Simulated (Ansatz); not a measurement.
# BBrClF2H: search for a transition state

Aim: find the saddle point of a four-centre ligand exchange that is to form B1–Cl6, Br2–H5 and break B1–Br2, H5–Cl6, prove it by its vibrations, and relax downhill on both sides to see what it joins.

Method: PBE0-D4, def2-SVP first, then def2-TZVP; program: Ansatz 0.2.0, Gaussian basis.

152 further runs of the same task are left out: 152 set aside as unsound or not needed. Runs told in other sessions of the task aren't counted.

### Step 1. The system as given

The guess: 6 atoms, charge 0, spin multiplicity 1.

Atoms are counted from 1 here; the program's logs count them from 0.

Bond lengths: B1–Br2 2.202 Å, B1–F3 1.316 Å, B1–F4 1.316 Å, B1–Cl6 1.990 Å, Br2–H5 1.711 Å. Angles: Br2–B1–F3 109.6°, Br2–B1–F4 109.6°, Br2–B1–Cl6 92.5°, F3–B1–F4 118.1°, F3–B1–Cl6 112.0°, F4–B1–Cl6 112.0°, B1–Br2–H5 67.7°.

As a file:

| atom | x (Å) | y (Å) | z (Å) |
| --- | --- | --- | --- |
| B1 | -0.1805 | -0.6026 | 0.0184 |
| Br2 | -0.8863 | 1.2794 | -0.8820 |
| F3 | -1.0491 | -1.0147 | 0.9170 |
| F4 | 0.1749 | -1.4410 | -0.9313 |
| H5 | 0.5497 | 1.4923 | 0.0233 |
| Cl6 | 1.3912 | 0.2867 | 0.8546 |

Distances that are to change: B1–Cl6 1.99 Å, Br2–H5 1.71 Å, B1–Br2 2.20 Å, H5–Cl6 1.69 Å.

### Step 2. Constrained relaxation of the guess

The input, hold/in.yaml:

```yaml
crystal:
  periodic: [false, false, false]
  atoms:
    - {symbol: B, position_ang: [-0.180500, -0.602600, 0.018400]}
    - {symbol: Br, position_ang: [-0.886300, 1.279400, -0.882000]}
    - {symbol: F, position_ang: [-1.049100, -1.014700, 0.917000]}
    - {symbol: F, position_ang: [0.174900, -1.441000, -0.931300]}
    - {symbol: H, position_ang: [0.549700, 1.492300, 0.023300]}
    - {symbol: Cl, position_ang: [1.391200, 0.286700, 0.854600]}
basis:
  gaussian: {orbitals: def2-SVP}
hamiltonian: {xc: pbe0, dispersion: d4}
relax: {f_tol: 0.04, max_steps: 150, escape_saddle: false, constraints: [{distance: [0, 5]}, {distance: [1, 4]}, {distance: [0, 1]}, {distance: [4, 5]}]}
```

Launch:

```sh
ansatz run in.yaml --threads 4 --pin off --events-out ev --progress --plain --max-ram 9574MiB
```

The program printed, shortened:

```text
Functional definition: PBE0
  name "PBE0"
  cite "Adamo & Barone, J. Chem. Phys. 110, 6158 (1999) doi:10.1063/1.478522"
  cite "Perdew, Burke & Ernzerhof, Phys. Rev. Lett. 77, 3865 (1996) doi:10.1103/PhysRevLett.77.3865"
  parent pbe
[...]
1004 factors; integrals over basis functions are off by at most 3.1e-4 eV
[...]
mean field -88663.47512810 eV, -3258.3226126957 hartree, gradient 1.7e-5 eV, S^2 0.000000; 0 other end points of the search recorded, 0 dependent functions left out
[...]
reference -88663.47514838 eV, -3258.3226134409 hartree; 38, 38 occupied and 59, 59 virtual orbitals, 1004 factors
relax step   1: F+E_penalty+E_count = -88663.60791335 eV  Δ(F+E_penalty+E_count) = +0.000e0 eV  max|allowed force component| = 3.188e-1 eV/Å  Δτ_max = 0.0000 Å  (26 SCF iters, accepted)
[...]
relax step   4: F+E_penalty+E_count = -88663.62744760 eV  Δ(F+E_penalty+E_count) = +1.715e-3 eV  max|allowed force component| = 2.051e-1 eV/Å  Δτ_max = 0.0165 Å  (31 SCF iters, rejected (line search))
[...]
relax step   5: F+E_penalty+E_count = -88663.63060086 eV  Δ(F+E_penalty+E_count) = -1.438e-3 eV  max|allowed force component| = 1.060e-2 eV/Å  Δτ_max = 0.0073 Å  (31 SCF iters, accepted)
  distance B 0 - Cl 5 held at 1.990057 Å   reaction = +2.6522e-1 eV/Å
  distance Br 1 - H 4 held at 1.710845 Å   reaction = +9.3869e-1 eV/Å
  distance B 0 - Br 1 held at 2.202453 Å   reaction = -1.6416e-1 eV/Å
  distance H 4 - Cl 5 held at 1.688980 Å   reaction = +5.6368e-1 eV/Å
1004 factors; integrals over basis functions are off by at most 3.1e-4 eV
mean field -88663.49792570 eV, -3258.3234504919 hartree, gradient 9.0e-6 eV, S^2 0.000000; 1 other end points of the search recorded, 0 dependent functions left out
[...]
reference -88663.49794593 eV, -3258.3234512355 hartree; 38, 38 occupied and 59, 59 virtual orbitals, 1004 factors
Total energy: -88663.63062109 eV, -3258.3283269577 hartree
Atom 0 at    -0.174857    -0.586288     0.018851 Å, force     0.265142    -0.028791     0.182431 eV/Å
Atom 1 at    -0.910491     1.276879    -0.896709 Å, force     0.733394     0.218429     0.435601 eV/Å
Atom 2 at    -1.046546    -0.975985     0.932071 Å, force     0.007434     0.001077    -0.010602 eV/Å
Atom 3 at     0.197567    -1.408142    -0.946318 Å, force    -0.005978     0.006847     0.010248 eV/Å
Atom 4 at     0.525843     1.427614     0.020469 Å, force    -0.493288    -0.470241    -0.219255 eV/Å
Atom 5 at     1.408384     0.266023     0.871635 Å, force    -0.506705     0.272679    -0.398423 eV/Å
Dipole moment:     0.070892     0.336101    -0.030294 e Å
```

Wall time 18 s (4 threads of Intel Xeon at 2.50GHz, shared host); peak memory 0.24 GiB.

Relaxation path: (the energy doesn't fall at every step)

```csv
step,energy from step 1 (eV),largest force component (eV/Å)
1,0.0000,0.3188
2,-0.0105,0.2088
3,-0.0213,0.0832
4,-0.0195,0.2051
5,-0.0227,0.0106
```

Close pairs (by a distance rule), those that changed most:

```csv
bond,before (Å),after (Å),change (Å)
B1–F4,1.316,1.321,+0.006
B1–F3,1.316,1.321,+0.005
B1–Cl6,1.990,1.990,+0.000
B1–Br2,2.202,2.202,+0.000
Br2–H5,1.711,1.711,+0.000
```

### Step 3. Force constants to start from

The input, hessian/in.yaml:

```yaml
crystal:
  periodic: [false, false, false]
  atoms:
    - {symbol: B, position_ang: [-0.174857, -0.586288, 0.018851]}
    - {symbol: Br, position_ang: [-0.910491, 1.276879, -0.896709]}
    - {symbol: F, position_ang: [-1.046546, -0.975985, 0.932071]}
    - {symbol: F, position_ang: [0.197567, -1.408142, -0.946318]}
    - {symbol: H, position_ang: [0.525843, 1.427614, 0.020469]}
    - {symbol: Cl, position_ang: [1.408384, 0.266023, 0.871635]}
basis:
  gaussian: {orbitals: def2-SVP}
hamiltonian: {xc: pbe0, dispersion: d4}
phonons: {}
scf: {lower_state_search: off}
```

Launch:

```sh
ansatz run in.yaml --threads 4 --pin off --events-out ev --progress --plain --max-ram 9574MiB
```

The program printed, shortened:

```text
Functional definition: PBE0
  name "PBE0"
  cite "Adamo & Barone, J. Chem. Phys. 110, 6158 (1999) doi:10.1063/1.478522"
  cite "Perdew, Burke & Ernzerhof, Phys. Rev. Lett. 77, 3865 (1996) doi:10.1103/PhysRevLett.77.3865"
  parent pbe
[...]
1007 factors; integrals over basis functions are off by at most 3.0e-4 eV
[...]
mean field -88663.49792943 eV, -3258.3234506293 hartree, gradient 3.6e-6 eV, S^2 0.000000; 0 other end points of the search recorded, 0 dependent functions left out
[...]
reference -88663.49794968 eV, -3258.3234513733 hartree; 38, 38 occupied and 59, 59 virtual orbitals, 1007 factors
[... from here to the last solve, the lines of the solves are left out (35 solves) ...]
1007 factors; integrals over basis functions are off by at most 3.0e-4 eV
mean field -88663.49889161 eV, -3258.3234859887 hartree, gradient 2.3e-6 eV, S^2 0.000000; 0 other end points of the search recorded, 0 dependent functions left out
[...]
WARN: phonons: modes at or below zero, which the zero-point energy, F, S and C_V leave out: 1, the lowest at -948.36 cm⁻¹. A minimum has none, and a first-order saddle one
Total energy: -88663.63062483 eV, -3258.3283270952 hartree
Atom 0 at    -0.174857    -0.586288     0.018851 Å, force     0.265179    -0.028786     0.182468 eV/Å
Atom 1 at    -0.910491     1.276879    -0.896709 Å, force     0.733361     0.218415     0.435582 eV/Å
Atom 2 at    -1.046546    -0.975985     0.932071 Å, force     0.007392     0.001103    -0.010643 eV/Å
Atom 3 at     0.197567    -1.408142    -0.946318 Å, force    -0.006023     0.006867     0.010206 eV/Å
Atom 4 at     0.525843     1.427614     0.020469 Å, force    -0.493320    -0.470343    -0.219253 eV/Å
Atom 5 at     1.408384     0.266023     0.871635 Å, force    -0.506589     0.272745    -0.398360 eV/Å
Dipole moment:     0.070892     0.336100    -0.030295 e Å
Vibrations: -948.36 204.79 232.12 253.64 302.20 344.77 550.81 659.65 728.78 1080.47 1229.95 1445.16 cm⁻¹, zero-point energy 0.435949 eV
Checks for a lower state left out: stability, starts, cluster_reference, orbital_swaps, neighbouring_geometries, increment
```

Wall time 78 s (4 threads of Intel Xeon at 2.50GHz, shared host); peak memory 0.21 GiB.

The structure is not stationary yet, so these wavenumbers are no spectrum; the search needs only the force constants.

### Step 4. Saddle search in the small basis

A small driver takes partitioned rational-function steps: uphill along one mode, downhill along the rest. It calls the program once a step for energy and forces and updates the Hessian by Bofill's formula. It stops when the largest force is under 0.04 eV/Å and the followed curvature is negative. The first step's input:

The input, presaddle/in.yaml:

```yaml
crystal:
  periodic: [false, false, false]
  atoms:
    - {symbol: B, position_ang: [-0.174857, -0.586288, 0.018851]}
    - {symbol: Br, position_ang: [-0.910491, 1.276879, -0.896709]}
    - {symbol: F, position_ang: [-1.046546, -0.975985, 0.932071]}
    - {symbol: F, position_ang: [0.197567, -1.408142, -0.946318]}
    - {symbol: H, position_ang: [0.525843, 1.427614, 0.020469]}
    - {symbol: Cl, position_ang: [1.408384, 0.266023, 0.871635]}
basis:
  gaussian: {orbitals: def2-SVP}
hamiltonian: {xc: pbe0, dispersion: d4}
output: {forces: true}
scf: {lower_state_search: off}
```

Launch:

```sh
ansatz run in.yaml --threads 4 --pin off --events-out ev --progress --plain --max-ram 9574MiB
```

Step by step:

```
step   energy (eV)  largest force (eV/Å)  followed curvature (eV/Å²)
   1  -88663.63058                0.7334                       -8.31
   2  -88663.67538                0.1226                       -7.63
   3  -88663.67549                0.0198                       -7.08
```

The 3 steps took 10 s in all (4 threads of Intel Xeon at 2.50GHz, shared host).

### Step 5. Saddle search in triple zeta

The search itself is an outer loop (partitioned rational-function steps, Bofill update of the Hessian). Each step is one single-point run with forces. It stops when the largest force is under 0.01 eV/Å and the followed curvature is negative. The first step's input:

The input, saddle/in.yaml:

```yaml
crystal:
  periodic: [false, false, false]
  atoms:
    - {symbol: B, position_ang: [-0.190740, -0.574508, 0.005746]}
    - {symbol: Br, position_ang: [-0.892145, 1.289419, -0.887375]}
    - {symbol: F, position_ang: [-1.039187, -0.973678, 0.936115]}
    - {symbol: F, position_ang: [0.204732, -1.405429, -0.941859]}
    - {symbol: H, position_ang: [0.530633, 1.345087, 0.042285]}
    - {symbol: Cl, position_ang: [1.386606, 0.319208, 0.845088]}
basis:
  gaussian: {orbitals: def2-TZVP}
hamiltonian: {xc: pbe0, dispersion: d4}
output: {forces: true}
scf: {lower_state_search: off}
```

Launch:

```sh
ansatz run in.yaml --threads 4 --pin off --events-out ev --progress --plain --max-ram 9574MiB
```

The driver's record:

```csv
step,energy (eV),largest force (eV/Å),followed curvature (eV/Å²)
1,-88683.77816,0.0804,-7.08
2,-88683.77905,0.0096,-6.87
```

The 2 steps took 14 s in all (4 threads of Intel Xeon at 2.50GHz, shared host).

Geometry at the end of the search:

```xyz
6
BBrClF2H
B    -0.18837   -0.57925    0.00841
Br   -0.89373    1.29919   -0.89066
F    -1.03893   -0.97554    0.93632
F     0.20465   -1.40717   -0.94112
H     0.53093    1.33964    0.04373
Cl    1.38535    0.32323    0.84333
```

Followed mode, largest move set to 1: H5 (-0.74, 0.35, -0.57); B1 (0.56, -0.24, 0.43); Cl6 (0.01, -0.53, 0.13); Br2 (0.26, 0.42, 0.07).

### Step 6. Vibrations at the point found

The input, vib/in.yaml:

```yaml
crystal:
  periodic: [false, false, false]
  atoms:
    - {symbol: B, position_ang: [-0.188370, -0.579254, 0.008407]}
    - {symbol: Br, position_ang: [-0.893731, 1.299193, -0.890664]}
    - {symbol: F, position_ang: [-1.038926, -0.975536, 0.936319]}
    - {symbol: F, position_ang: [0.204652, -1.407171, -0.941117]}
    - {symbol: H, position_ang: [0.530927, 1.339638, 0.043729]}
    - {symbol: Cl, position_ang: [1.385348, 0.323230, 0.843326]}
basis:
  gaussian: {orbitals: def2-TZVP}
hamiltonian: {xc: pbe0, dispersion: d4}
phonons: {temperatures: {t_min: 298.15, t_max: 900, t_step: 200}}
```

Launch:

```sh
ansatz run in.yaml --threads 4 --pin off --events-out ev --progress --plain --max-ram 9574MiB
```

The program printed, shortened:

```text
Functional definition: PBE0
  name "PBE0"
  cite "Adamo & Barone, J. Chem. Phys. 110, 6158 (1999) doi:10.1063/1.478522"
  cite "Perdew, Burke & Ernzerhof, Phys. Rev. Lett. 77, 3865 (1996) doi:10.1103/PhysRevLett.77.3865"
  parent pbe
[...]
1206 factors; their error is unknown
[...]
mean field -88683.64587009 eV, -3259.0638737918 hartree, gradient 6.5e-5 eV, S^2 0.000000; 0 other end points of the search recorded, 0 dependent functions left out
[...]
reference -88683.64589696 eV, -3259.0638747791 hartree; 38, 38 occupied and 146, 146 virtual orbitals, 1206 factors
[... from here to the last solve, the lines of the solves are left out (35 solves) ...]
1206 factors; their error is unknown
mean field -88683.64581878 eV, -3259.0638719061 hartree, gradient 2.0e-6 eV, S^2 0.000000; 0 other end points of the search recorded, 0 dependent functions left out
[...]
reference -88683.64584565 eV, -3259.0638728934 hartree; 38, 38 occupied and 146, 146 virtual orbitals, 1206 factors
WARN: phonons: modes at or below zero, which the zero-point energy, F, S and C_V leave out: 1, the lowest at -710.91 cm⁻¹. A minimum has none, and a first-order saddle one
Total energy: -88683.77904652 eV, -3259.0687679353 hartree
Atom 0 at    -0.188370    -0.579254     0.008407 Å, force    -0.001535     0.004233    -0.002041 eV/Å
Atom 1 at    -0.893731     1.299193    -0.890664 Å, force     0.002919    -0.000911     0.002146 eV/Å
Atom 2 at    -1.038926    -0.975536     0.936319 Å, force    -0.000451    -0.000575     0.002297 eV/Å
Atom 3 at     0.204652    -1.407171    -0.941117 Å, force     0.001720    -0.001276    -0.000970 eV/Å
Atom 4 at     0.530927     1.339638     0.043729 Å, force    -0.009575     0.007261    -0.008037 eV/Å
Atom 5 at     1.385348     0.323230     0.843326 Å, force     0.006921    -0.008733     0.006605 eV/Å
Dipole moment:     0.135737     0.269615     0.027928 e Å
Vibrations: -710.91 197.26 241.29 260.27 283.51 343.76 542.33 547.80 850.01 1063.51 1246.66 1423.04 cm⁻¹, zero-point energy 0.433910 eV
```

Wall time 3.5 min (4 threads of Intel Xeon at 2.50GHz, shared host); peak memory 0.51 GiB.

Wavenumbers and character of the modes:

```
mode  wavenumber (cm⁻¹)               character
   1               711i  changes Br2–H5, H5–Cl6
   2                197       bend with torsion
   3                241                    bend
   4                260  bend with B–Br stretch
   5                284       torsion with bend
   6                344  B–Cl stretch with bend
   7                542       bend with torsion
   8                548                 torsion
   9                850      mixed, led by bend
  10               1064             B–F stretch
  11               1247                    bend
  12               1423             B–F stretch
```

Vibrational sums (real modes only):

| T (K) | entropy (J/mol/K) | heat capacity (J/mol/K) |
| --- | --- | --- |
| 298 | 40.7 | 50.7 |
| 498 | 71.2 | 67.8 |
| 698 | 95.6 | 76.8 |
| 898 | 115.6 | 81.8 |

### Step 7. Relaxing after a step of 0.30 Å one way along the mode

The input, downa/in.yaml:

```yaml
crystal:
  periodic: [false, false, false]
  atoms:
    - {symbol: B, position_ang: [-0.021124, -0.652620, 0.136037]}
    - {symbol: Br, position_ang: [-0.817199, 1.423759, -0.868636]}
    - {symbol: F, position_ang: [-1.050430, -0.972897, 0.927101]}
    - {symbol: F, position_ang: [0.192271, -1.404292, -0.948984]}
    - {symbol: H, position_ang: [0.307704, 1.443252, -0.127838]}
    - {symbol: Cl, position_ang: [1.388679, 0.162898, 0.882320]}
basis:
  gaussian: {orbitals: def2-TZVP}
hamiltonian: {xc: pbe0, dispersion: d4}
relax: {f_tol: 0.005, max_steps: 200}
```

Launch:

```sh
ansatz run in.yaml --threads 4 --pin off --events-out ev --progress --plain --max-ram 9574MiB
```

The program printed, shortened:

```text
Functional definition: PBE0
  name "PBE0"
  cite "Adamo & Barone, J. Chem. Phys. 110, 6158 (1999) doi:10.1063/1.478522"
  cite "Perdew, Burke & Ernzerhof, Phys. Rev. Lett. 77, 3865 (1996) doi:10.1103/PhysRevLett.77.3865"
  parent pbe
[...]
1206 factors; their error is unknown
[...]
mean field -88683.79182042 eV, -3259.0692373672 hartree, gradient 2.6e-5 eV, S^2 0.000000; 0 other end points of the search recorded, 0 dependent functions left out
[...]
reference -88683.79184735 eV, -3259.0692383569 hartree; 38, 38 occupied and 146, 146 virtual orbitals, 1206 factors
relax step   1: F+E_penalty+E_count = -88683.92374532 eV  Δ(F+E_penalty+E_count) = +0.000e0 eV  max|allowed force component| = 2.948e0 eV/Å  Δτ_max = 0.0000 Å  (26 SCF iters, accepted)
[...]
1206 factors; their error is unknown
[...]
mean field -88684.56146983 eV, -3259.0975214614 hartree, gradient 1.1e-5 eV, S^2 0.000000; 1 other end points of the search recorded, 0 dependent functions left out
[...]
reference -88684.56149907 eV, -3259.0975225361 hartree; 38, 38 occupied and 146, 146 virtual orbitals, 1206 factors
Total energy: -88684.67606245 eV, -3259.1017326626 hartree
Atom 0 at     0.117322    -1.101205     0.330877 Å, force     0.004893     0.003846     0.002370 eV/Å
Atom 1 at    -0.966261     1.800520    -1.053975 Å, force     0.002319     0.001517     0.001188 eV/Å
Atom 2 at    -1.013624    -1.195964     0.984766 Å, force    -0.003580    -0.001683    -0.000390 eV/Å
Atom 3 at     0.213067    -1.621745    -0.867229 Å, force    -0.002161    -0.002179    -0.002537 eV/Å
Atom 4 at     0.142004     2.476551    -0.475193 Å, force    -0.002430    -0.001647    -0.001231 eV/Å
Atom 5 at     1.507392    -0.358057     1.080754 Å, force     0.000960     0.000145     0.000601 eV/Å
Dipole moment:     0.150336     0.178781     0.058491 e Å
```

Wall time 2.2 min (4 threads of Intel Xeon at 2.50GHz, shared host); peak memory 0.51 GiB.

Along the way: (the energy doesn't fall at every step)

```csv
step,energy from step 1 (eV),largest force component (eV/Å)
1,0.0000,2.9479
2,-0.4525,1.2720
3,-0.5631,1.0191
4,-0.6386,0.9093
5,-0.6901,0.8247
6,-0.7071,0.7707
7,-0.7214,0.6757
8,-0.7350,0.4674
9,-0.7395,0.4700
10,-0.7463,0.2404
11,-0.7478,0.2400
12,-0.7249,0.5658
13,-0.7506,0.0809
14,-0.7515,0.0712
15,-0.7519,0.0507
16,-0.7522,0.0287
17,-0.7523,0.0197
18,-0.7523,0.0111
19,-0.7521,0.0341
20,-0.7523,0.0049
```

Distances of close pairs at the start and the end, largest changes first:

| bond | before (Å) | after (Å) | change (Å) |
| --- | --- | --- | --- |
| Br2–H5 | 1.347 | 1.421 | +0.074 |
| B1–Cl6 | 1.792 | 1.746 | -0.046 |
| B1–F3 | 1.337 | 1.310 | -0.027 |
| B1–F4 | 1.337 | 1.310 | -0.027 |

### Step 8. Relaxing after a step of 0.30 Å the other way along the mode

The input, downb/in.yaml:

```yaml
crystal:
  periodic: [false, false, false]
  atoms:
    - {symbol: B, position_ang: [-0.355616, -0.505889, -0.119224]}
    - {symbol: Br, position_ang: [-0.970264, 1.174628, -0.912691]}
    - {symbol: F, position_ang: [-1.027421, -0.978175, 0.945537]}
    - {symbol: F, position_ang: [0.217033, -1.410051, -0.933250]}
    - {symbol: H, position_ang: [0.754151, 1.236024, 0.215297]}
    - {symbol: Cl, position_ang: [1.382017, 0.483563, 0.804332]}
basis:
  gaussian: {orbitals: def2-TZVP}
hamiltonian: {xc: pbe0, dispersion: d4}
relax: {f_tol: 0.005, max_steps: 200}
```

Launch:

```sh
ansatz run in.yaml --threads 4 --pin off --events-out ev --progress --plain --max-ram 9574MiB
```

The program printed, shortened:

```text
Functional definition: PBE0
  name "PBE0"
  cite "Adamo & Barone, J. Chem. Phys. 110, 6158 (1999) doi:10.1063/1.478522"
  cite "Perdew, Burke & Ernzerhof, Phys. Rev. Lett. 77, 3865 (1996) doi:10.1103/PhysRevLett.77.3865"
  parent pbe
[...]
1206 factors; their error is unknown
[...]
mean field -88683.25773093 eV, -3259.0496099407 hartree, gradient 8.1e-5 eV, S^2 0.000000; 0 other end points of the search recorded, 0 dependent functions left out
[...]
reference -88683.25775740 eV, -3259.0496109135 hartree; 38, 38 occupied and 146, 146 virtual orbitals, 1206 factors
relax step   1: F+E_penalty+E_count = -88683.39064650 eV  Δ(F+E_penalty+E_count) = +0.000e0 eV  max|allowed force component| = 5.154e0 eV/Å  Δτ_max = 0.0000 Å  (25 SCF iters, accepted)
[...]
1206 factors; their error is unknown
mean field -88684.43004588 eV, -3259.0926917202 hartree, gradient 1.4e-5 eV, S^2 0.000000; 1 other end points of the search recorded, 0 dependent functions left out
[...]
reference -88684.43007405 eV, -3259.0926927557 hartree; 38, 38 occupied and 146, 146 virtual orbitals, 1206 factors
Total energy: -88684.54723019 eV, -3259.0969981642 hartree
Atom 0 at    -0.750284    -0.731781    -0.337674 Å, force    -0.000421     0.003871    -0.001716 eV/Å
Atom 1 at    -1.368006     0.896677    -1.125473 Å, force     0.000208    -0.000975     0.000605 eV/Å
Atom 2 at    -1.180617    -1.092284     0.843332 Å, force    -0.000012    -0.001624     0.000469 eV/Å
Atom 3 at     0.053162    -1.518543    -1.005034 Å, force     0.000051    -0.001515     0.000651 eV/Å
Atom 4 at     1.421314     1.777434     0.563862 Å, force     0.001009    -0.002374     0.000981 eV/Å
Atom 5 at     1.824331     0.668598     1.060988 Å, force    -0.000836     0.002616    -0.000990 eV/Å
Dipole moment:    -0.026187     0.260798    -0.072511 e Å
```

Wall time 3.3 min (4 threads of Intel Xeon at 2.50GHz, shared host); peak memory 0.51 GiB.

Along the way: (the energy doesn't fall at every step)

```csv
step,energy from step 1 (eV),largest force component (eV/Å)
1,0.0000,5.1538
2,-0.7166,1.7700
3,-0.8530,1.0427
4,-1.0030,0.5478
5,-1.0865,0.8615
6,-1.0454,0.8363
7,-1.1356,0.2759
8,-1.1501,0.2982
9,-1.1549,0.2101
10,-1.1558,0.1689
11,-1.1560,0.1321
12,-1.1562,0.0964
13,-1.1556,0.1020
14,-1.1564,0.0267
15,-1.1565,0.0195
16,-1.1565,0.0127
17,-1.1565,0.0066
18,-1.1565,0.0056
19,-1.1565,0.0119
20,-1.1565,0.0076
21,-1.1565,0.0021
22,-1.1565,0.0067
23,-1.1565,0.0063
24,-1.1565,0.0063
25,-1.1565,0.0070
26,-1.1565,0.0174
27,-1.1565,0.0114
28,-1.1566,0.0110
29,-1.1566,0.0071
30,-1.1566,0.0054
31,-1.1566,0.0039
```

Close pairs (by a distance rule), those that changed most:

```csv
bond,before (Å),after (Å),change (Å)
H5–Cl6,1.143,1.280,+0.137
B1–Br2,1.957,1.912,-0.046
B1–F4,1.345,1.308,-0.037
B1–F3,1.345,1.308,-0.037
```

### Step 9. The three structures

```csv
pair,start side (Å),saddle (Å),end side (Å)
B1–Cl6,3.247,1.997,1.746
Br2–H5,3.378,1.704,1.421
B1–Br2,1.912,2.199,3.393
H5–Cl6,1.280,1.550,3.510
```

### Step 10. Outcome

| quantity | value |
| --- | --- |
| imaginary mode | 711i cm⁻¹ |
| barrier from the start side | 17.7 kcal/mol |
| barrier from the end side | 20.7 kcal/mol |
| energy of the step | -3.0 kcal/mol |
| pairs that change | B1–Cl6 formed, Br2–H5 formed, B1–Br2 broken, H5–Cl6 broken |
| zero-point energy at the saddle | 0.434 eV |

In words: One imaginary mode, 711i cm⁻¹, makes this a first-order saddle. It joins the planned start and end. At PBE0-D4/def2-TZVP the electronic barrier is 17.7 kcal/mol, about 30 kT at 298 K, and the step runs 3.0 kcal/mol downhill. A step off the saddle overshot and began above it in energy, so the link to its end is likely but not proven.
